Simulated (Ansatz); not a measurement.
# W (bcc type): the cost of one run

Computed with Ansatz 0.2.0 (DFT PBE, with the methods named in each step, unless a step's input says otherwise).

1 further run of the same task is left out (set aside as unsound or not needed).

**1. The starting structure**

The structure is cubic, space group Im-3m (No. 229). The conventional cell has a = 3.184 Å, b = 3.184 Å, c = 3.184 Å, α = 90.00°, β = 90.00°, γ = 90.00°. W (site symmetry m-3m) is surrounded by 8 W at 2.76 Å.

As a file:

```cif
data_structure
_symmetry_space_group_name_H-M 'P 1'
_symmetry_Int_Tables_number 1
_cell_length_a 2.7570
_cell_length_b 2.7570
_cell_length_c 4.5022
_cell_angle_alpha 90.000
_cell_angle_beta 90.000
_cell_angle_gamma 109.471
_cell_volume 32.26
loop_
_atom_site_label
_atom_site_type_symbol
_atom_site_fract_x
_atom_site_fract_y
_atom_site_fract_z
_atom_site_occupancy
W1 W 0.00000 0.00000 0.00000 1
W2 W 0.50000 0.50000 0.50000 1
```

Atoms are numbered in the order of the input: W1, W2.

**2. Bulk in the slab's orientation, LAPW**

input.yaml

```yaml
crystal:
  lattice:
    - [-1.5917658882, 1.5917658882, 1.5917658882]
    - [1.5917658882, -1.5917658882, 1.5917658882]
    - [3.1835317764, 3.1835317764, 0.0]
  atoms:
    - { symbol: W, position: [0.0, 0.0, 0.0] }
    - { symbol: W, position: [0.5, 0.5, 0.5] }
kpoints:
  mp_grid: { grid: [13, 13, 7] }
scf:
  occupations: { method: fermi_dirac, width: 0.1 }
hamiltonian:
  xc: pbe
  pseudopotentials: { kind: all_electron, lapw: { basis_error: 0.001 } }
output:
  forces: true
  stress: true
  eigenvalues: true
```

Run with:

```console
ansatz run input.yaml --threads 1 --pin off --max-ram 3584MiB --backend cpu --events-out ev --progress --plain --runs-dir out
```

Q: Estimate wall time and peak memory on 1 thread of Intel Xeon Platinum 8488C (Sapphire Rapids), shared host.

About 63 s, with a peak of 0.89 GiB.
